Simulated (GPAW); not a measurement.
# Cr3Ge (Pm-3n) in GPAW: reference runs

Reference runs on Cr3Ge: the cell as given.

All numbers are computed with GPAW 26.7.0; they aren't measurements. Logs are shortened: lines on timing, memory, paths and dates and some standing lists are left out, and cuts for length are marked. The log counts tension as positive stress, the text compression.

### Step 1. The crystal as given

Symmetry: Pm-3n, No. 223, cubic system. The conventional cell has a = 4.549 Å, b = 4.549 Å, c = 4.549 Å, α = 90.00°, β = 90.00°, γ = 90.00°. Ge (site symmetry m-3) has 12 Cr at 2.54 Å as nearest neighbours. Cr (site symmetry -4m2) is surrounded by 2 Cr at 2.27 Å and 4 Ge at 2.54 Å.

The cell comes from a database or a generator and needn't be the stable form of this composition.

### Step 2. Single point, PBEsol, collinear spin, ferromagnetic start

Contents of run.py:

```python
from ase import Atoms
from ase.dft.bandgap import bandgap
from ase.io import write
from ase.units import GPa
from gpaw import GPAW, PW, setup_paths

setup_paths.insert(0, '.')

atoms = Atoms(['Ge', 'Ge', 'Cr', 'Cr', 'Cr', 'Cr', 'Cr', 'Cr'],
              cell=[[4.54939447, 0.0, 0.0],
                    [0.0, 4.54939447, 0.0],
                    [0.0, 0.0, 4.54939447]],
              scaled_positions=[[0.5, 0.5, 0.5],
                                [0.0, 0.0, 0.0],
                                [0.5, 0.25, 0.0],
                                [0.5, 0.75, 0.0],
                                [0.0, 0.5, 0.75],
                                [0.0, 0.5, 0.25],
                                [0.75, 0.0, 0.5],
                                [0.25, 0.0, 0.5]],
              pbc=True)
atoms.set_initial_magnetic_moments([0.0, 0.0, 3.0, 3.0, 3.0, 3.0, 3.0, 3.0])

calc = GPAW(mode=PW(600),
            xc='PBEsol',
            kpts={'size': (6, 6, 6), 'gamma': True},
            occupations={'name': 'fermi-dirac', 'width': 0.05},
            nbands=49,
            convergence={'density': 1e-05, 'energy': 1e-05},
            maxiter=150,
            txt='gpaw.txt')
atoms.calc = calc
energy = atoms.get_potential_energy()
forces = atoms.get_forces()
stress = atoms.get_stress()
calc.write('gs.gpw')
write('result.traj', atoms)
print(f'Energy: {energy:.6f} eV')
print('Forces (eV/A):')
print(forces.round(4))
print('Stress (GPa):', (stress / GPa).round(3))
print('Moments:', calc.get_magnetic_moments().round(3))
print('Fermi level:', round(calc.get_fermi_level(), 4), 'eV')
print(f'Gap: {bandgap(calc)[0]:.4f} eV, direct: {bandgap(calc, direct=True)[0]:.4f} eV')
```

Potentials or basis: PAW data sets generated in the run's folder for this functional, pw.

On the command line:

```bash
$ gpaw-setup -f PBEsol Cr Ge
$ OMP_NUM_THREADS=1 python run.py
```

gpaw.txt:

```text
__  _  _
 | _ |_)|_||  |
 |__||  | ||/\| - 26.7.0

Input parameters:
  mode=PW(ecut=600.0),
  convergence={'density': 1e-05, 'energy': 1e-05},
  kpts=MonkhorstPack(size=(6, 6, 6), gamma=True),
  maxiter=150,
  nbands=49,
  occupations=Occupations(name='fermi-dirac', width=0.05),
  xc=XC(name='PBEsol')

Diagonalizing LCAO Hamiltonian
Converting LCAO to pw mode
    .----------.
   /|          |
  / |          |
 * Cr          |
 |  |   Ge     |
 |  |          |
 | CCr---Cr----.
 | /     Cr   /
 |/    Cr    /
 Ge---------*

Atoms  # Å, Bohr magnetons
|   | symbol |        x |        y |        z |    initial magnetic moments |
|---|--------|----------|----------|----------|-----------------------------|
| 0 |     Ge | 2.274697 | 2.274697 | 2.274697 | ( 0.0000,  0.0000,  0.0000) |
| 1 |     Ge | 0.000000 | 0.000000 | 0.000000 | ( 0.0000,  0.0000,  0.0000) |
| 2 |     Cr | 2.274697 | 1.137349 | 0.000000 | ( 0.0000,  0.0000,  3.0000) |
| 3 |     Cr | 2.274697 | 3.412046 | 0.000000 | ( 0.0000,  0.0000,  3.0000) |
| 4 |     Cr | 0.000000 | 2.274697 | 3.412046 | ( 0.0000,  0.0000,  3.0000) |
| 5 |     Cr | 0.000000 | 2.274697 | 1.137349 | ( 0.0000,  0.0000,  3.0000) |
| 6 |     Cr | 3.412046 | 0.000000 | 2.274697 | ( 0.0000,  0.0000,  3.0000) |
| 7 |     Cr | 1.137349 | 0.000000 | 2.274697 | ( 0.0000,  0.0000,  3.0000) |

Unit cell  # Å
| periodic |        x |        y |        z |  lengths |    angles |
|----------|----------|----------|----------|----------|-----------|
|      yes | 4.549394 | 0.000000 | 0.000000 | 4.549394 | 90.000000 |
|      yes | 0.000000 | 4.549394 | 0.000000 | 4.549394 | 90.000000 |
|      yes | 0.000000 | 0.000000 | 4.549394 | 4.549394 | 90.000000 |

Number of symmetries: 24
Symmetry operations  # r_c * U_cc + t_c -> r_c
|    | kind |            matrix            |
|----|------|------------------------------|
|  0 |  E   |  1, 0, 0,  0, 1, 0,  0, 0, 1 |
|  1 |  σ   |  1, 0, 0,  0, 1, 0,  0, 0,-1 |
|  2 |  σ   |  1, 0, 0,  0,-1, 0,  0, 0, 1 |
|  3 |  C2  |  1, 0, 0,  0,-1, 0,  0, 0,-1 |
|  4 |  C3  |  0, 1, 0,  0, 0, 1,  1, 0, 0 |
|  5 |  S6  |  0, 1, 0,  0, 0, 1, -1, 0, 0 |
|  6 |  S6  |  0, 1, 0,  0, 0,-1,  1, 0, 0 |
|  7 |  C3  |  0, 1, 0,  0, 0,-1, -1, 0, 0 |
|  8 |  C3  |  0, 0, 1,  1, 0, 0,  0, 1, 0 |
|  9 |  S6  |  0, 0, 1,  1, 0, 0,  0,-1, 0 |
| 10 |  S6  |  0, 0, 1, -1, 0, 0,  0, 1, 0 |
| 11 |  C3  |  0, 0, 1, -1, 0, 0,  0,-1, 0 |
| 12 |  S6  |  0, 0,-1,  1, 0, 0,  0, 1, 0 |
| 13 |  C3  |  0, 0,-1,  1, 0, 0,  0,-1, 0 |
| 14 |  C3  |  0, 0,-1, -1, 0, 0,  0, 1, 0 |
| 15 |  S6  |  0, 0,-1, -1, 0, 0,  0,-1, 0 |
| 16 |  S6  |  0,-1, 0,  0, 0, 1,  1, 0, 0 |
| 17 |  C3  |  0,-1, 0,  0, 0, 1, -1, 0, 0 |
| 18 |  C3  |  0,-1, 0,  0, 0,-1,  1, 0, 0 |
| 19 |  S6  |  0,-1, 0,  0, 0,-1, -1, 0, 0 |
| 20 |  σ   | -1, 0, 0,  0, 1, 0,  0, 0, 1 |
| 21 |  C2  | -1, 0, 0,  0, 1, 0,  0, 0,-1 |
| 22 |  C2  | -1, 0, 0,  0,-1, 0,  0, 0, 1 |
| 23 |  i   | -1, 0, 0,  0,-1, 0,  0, 0,-1 |

BZ-sampling:
  Number of BZ points: 216
  Number of IBZ points: 24

  Monkhorst-Pack size: [6, 6, 6]
  Monkhorst-Pack shift: [0.08333333333333333, 0.08333333333333333, 0.08333333333333333]

K-points  # in reciprocal-cell coordinates
|     |                                coordinates |     weight |
|-----|--------------------------------------------|------------|
|   0 | (  0.00000000,   0.00000000,   0.00000000) | 0.00462963 |
|   1 | (  0.16666667,   0.00000000,   0.00000000) | 0.02777778 |
|   2 | (  0.16666667,   0.16666667,   0.00000000) | 0.05555556 |
|   3 | (  0.16666667,   0.16666667,   0.16666667) | 0.03703704 |
|   4 | (  0.33333333,   0.00000000,   0.00000000) | 0.02777778 |
|   5 | (  0.33333333,   0.00000000,   0.16666667) | 0.05555556 |
|   6 | (  0.33333333,   0.16666667,   0.00000000) | 0.05555556 |
|   7 | (  0.33333333,   0.16666667,   0.16666667) | 0.11111111 |
|   8 | (  0.33333333,   0.33333333,   0.00000000) | 0.05555556 |
|   9 | (  0.33333333,   0.33333333,   0.16666667) | 0.11111111 |
| ... |                                            |            |
|  23 | (  0.50000000,   0.50000000,   0.50000000) | 0.00462963 |

Plane wave coefficients: 3178
Cutoff: 600.0 eV

Spin-components: 2 (collinear spins)
Bands:           49
Projectors:      46
Spin-degeneracy: 1
Datatype:        complex128

Parallelization:
  kpt:    1
  domain: 1
  band:   1

Density:
  Valence electrons: 44.0
  Components: 2
  Grid points: [27 27 27]
  Charge: 0.0  # |e|

Potential:
  Grid points: [27 27 27]

species:
  Ge:
    name:    Germanium
    Z:       32.0
    valence: 4
    core:    28
    charge:  0.0  # [|e|]
    compensation charges:
      type: gauss
      rc: 0.32  # [Å]
      lmax: 2
    cutoffs:
      filter: 1.77  # [Å]
      core: 3.42  # [Å]
    projectors
    | kind |    occ | energy [eV] | rcut [Å] |
    |------|--------|-------------|----------|
    |   4s |  2.000 |     -11.738 |    1.005 |
    |   4p |  2.000 |      -3.898 |    1.005 |
    |    s |        |      15.473 |    1.005 |
    |    p |        |      23.314 |    1.005 |
    |    d |        |       0.000 |    1.005 |

    Using partial waves for Ge as LCAO basis

  Cr:
    name:    Chromium
    Z:       24.0
    valence: 6
    core:    18
    charge:  0.0  # [|e|]
    compensation charges:
      type: gauss
      rc: 0.35  # [Å]
      lmax: 2
    cutoffs:
      filter: 2.14  # [Å]
      core: 3.04  # [Å]
    projectors
    | kind |    occ | energy [eV] | rcut [Å] |
    |------|--------|-------------|----------|
    |   4s |  1.000 |      -4.015 |    1.164 |
    |   4p |  0.000 |      -0.955 |    1.217 |
    |   3d |  5.000 |      -2.928 |    1.111 |
    |    s |        |      23.196 |    1.164 |
    |    p |        |      26.257 |    1.217 |
    |    d |        |      24.283 |    1.111 |

    Using partial waves for Cr as LCAO basis

Reference energy: -285430.264543  # eV

eigensolver:
  PPCG
  Converge bands: occupied
  niter=2

density mixing:
  MSR1-Mixer
  Pratt-step length: 0.05
  Maximum mixing coefficient: 0.75
  Old densities: 10
  SVD Regularization: 0.005
  Good broyden scale: 1.0
  Trust region scale: 1.0
  Backstep threshold: 4.0
  History deletion threshold: 6.0
  Fourier metric: weight=20.0, sigma=0.015

occupation numbers:
  Fermi-Dirac:
    width: 0.0500  # eV

poisson solver:
  ecut: 4800.0  # eV

xc functional:
  name: PBEsol with 2 nearest neighbor stencil

convergence criteria:
- Maximum integral of absolute [dens]ity change: 1e-05 electrons / valence electron
- Maximum [total energy] change in last 3 cyles: 1e-05 eV / valence electron
- Maximum integral of absolute [eigenst]ate change: 4e-08 eV^2 / valence electron
maximum number of iterations: 150

SCF iterations
|iter     | |      energy | eigst |  dens |  magmom |
|---------|-|-------------|-------|-------|---------|
|iter:   1| |  -67.112962 | +0.07 |       | +17.9700|
|iter:   2| |  -67.312018 | -1.60 | -0.51 | +17.4456|
|iter:   3| |  -74.410994 | -0.60 | -0.52 |  +6.9464|
|iter:   4| |  -71.687404 | -0.33 | -0.64 |  +8.2105|
|iter:   5| |  -71.761448 | -1.03 | -0.70 |  +2.0805|
|iter:   6| |  -71.846753 | -2.09 | -1.38 |  +0.0399|
|iter:   7| |  -71.862706 | -2.87 | -1.76 |  +0.0472|
|iter:   8| |  -71.867383 | -3.32 | -2.16 |  -0.0517|
|iter:   9| |  -71.867886 | -4.10 | -2.75 |  +0.0078|
|iter:  10| |  -71.867946 | -4.69 | -3.18 |  +0.0067|
|iter:  11| |  -71.867972c| -5.16 | -3.51 |  +0.0017|
|iter:  12| |  -71.867977c| -5.76 | -3.92 |  +0.0014|
|iter:  13| |  -71.867978c| -6.28 | -4.48 |  +0.0004|
|iter:  14| |  -71.867978c| -6.82 | -4.82 |  +0.0001|
|iter:  15| |  -71.867979c| -7.33 | -5.36c|  -0.0001|
|iter:  16| |  -71.867979c| -7.57c| -5.53c|  -0.0001|

Converged in 16 steps
Energy contributions relative to reference atoms: (reference = -285430.264543)

Energy contributions:
  Kinetic:         -38.100124
  Coulomb:          13.624116
  Zero:              1.330336
  External:          0.000000
  Xc:              -48.694277
  Entropy:          -0.056060
  Spinorbit:         0.000000
  ----------------------------
  Free energy:     -71.896008
  Extrapolated:    -71.867979

dipole moment: (-37.174062, -37.174062, -37.174062)  # |e|*Ang

Total magnetic moment: (0.000000, 0.000000, -0.000065)

Local magnetic moments
|        x |        y |         z |
|----------|----------|-----------|
| 0.000000 | 0.000000 | -0.000002 |  # Ge   0
| 0.000000 | 0.000000 | -0.000002 |  # Ge   1
| 0.000000 | 0.000000 | -0.000006 |  # Cr   2
| 0.000000 | 0.000000 | -0.000006 |  # Cr   3
| 0.000000 | 0.000000 | -0.000006 |  # Cr   4
| 0.000000 | 0.000000 | -0.000006 |  # Cr   5
| 0.000000 | 0.000000 | -0.000006 |  # Cr   6
| 0.000000 | 0.000000 | -0.000006 |  # Cr   7

Fermi level: 11.792
Eigenvalues  # (at kpt = [0.000, 0.000, 0.000])
| band index |      eig [eV] | occ [0-1] |      eig [eV] | occ [0-1] |
|------------|---------------|-----------|---------------|-----------|
|          0 |        -0.008 |     1.000 |        -0.008 |     1.000 |
|        ... |               |           |               |           |
|         12 |         8.804 |     1.000 |         8.804 |     1.000 |
|         13 |         8.884 |     1.000 |         8.884 |     1.000 |
|         14 |         9.707 |     1.000 |         9.707 |     1.000 |
|         15 |        10.226 |     1.000 |        10.226 |     1.000 |
|         16 |        10.226 |     1.000 |        10.226 |     1.000 |
|         17 |        10.226 |     1.000 |        10.226 |     1.000 |
[... 8 lines left out ...]
|         26 |        13.310 |     0.000 |        13.310 |     0.000 |
|         27 |        13.310 |     0.000 |        13.310 |     0.000 |
|        ... |               |           |               |           |
|         48 |        23.097 |     0.000 |        23.136 |     0.000 |

No gap
No difference between direct/indirect transitions

Forces  # eV/Ang
|        x |        y |        z |
|----------|----------|----------|
|  0.00000 |  0.00000 |  0.00000 |  # Ge   0
|  0.00000 |  0.00000 |  0.00000 |  # Ge   1
|  0.00000 | -0.00003 |  0.00000 |  # Cr   2
|  0.00000 |  0.00003 |  0.00000 |  # Cr   3
|  0.00000 |  0.00000 |  0.00003 |  # Cr   4
|  0.00000 |  0.00000 | -0.00003 |  # Cr   5
|  0.00003 |  0.00000 |  0.00000 |  # Cr   6
| -0.00003 |  0.00000 |  0.00000 |  # Cr   7

Stress tensor  # eV/Ang^3
|        x |        y |        z |
|----------|----------|----------|
| 0.019147 | 0.000000 | 0.000000 |
| 0.000000 | 0.019147 | 0.000000 |
| 0.000000 | 0.000000 | 0.019147 |

# Writing to gs.gpw (mode='')
```

It took 4.3 min on 1 thread of Arm Neoverse V1, shared host; peak memory 0.32 GiB.

Results:

* Free energy: -71.8960 eV
* Pressure: -3.1 GPa
* Band gap on the k mesh: none (metal or under the smearing width)
* Net moment: 0.00 μB per cell

Levels at points of the mesh, in eV from the Fermi level:
Spin up:
```tsv
k point	band 20	band 21	band 22	band 23	band 24	band 25
(0.00, 0.00, 0.00)	-1.14	0.66	0.66	0.66	1.31	1.31
(0.50, 0.00, 0.00)	-1.49	0.06	0.06	0.59	0.59	0.87
(0.50, 0.50, 0.00)	-0.65	-0.65	-0.57	-0.41	-0.19	-0.10
(0.50, 0.50, 0.50)	-1.06	-1.04	-1.04	-1.04	-1.04	0.77
```
Spin down:
```csv
k point,band 18,band 19,band 20,band 21,band 22,band 23,band 24,band 25,band 26,band 27
"(0.00, 0.00, 0.00)",-1.57,-1.14,-1.14,0.66,0.66,0.66,1.31,1.31,1.52,1.52
"(0.50, 0.00, 0.00)",-1.74,-1.49,-1.49,0.06,0.06,0.59,0.59,0.87,0.87,1.16
"(0.50, 0.50, 0.00)",-0.78,-0.78,-0.65,-0.65,-0.57,-0.41,-0.19,-0.10,0.03,0.64
"(0.50, 0.50, 0.50)",-1.06,-1.06,-1.06,-1.04,-1.04,-1.04,-1.04,0.77,0.77,0.77
```

Caveat: the starting moments collapsed, and a magnetic state may lie lower.
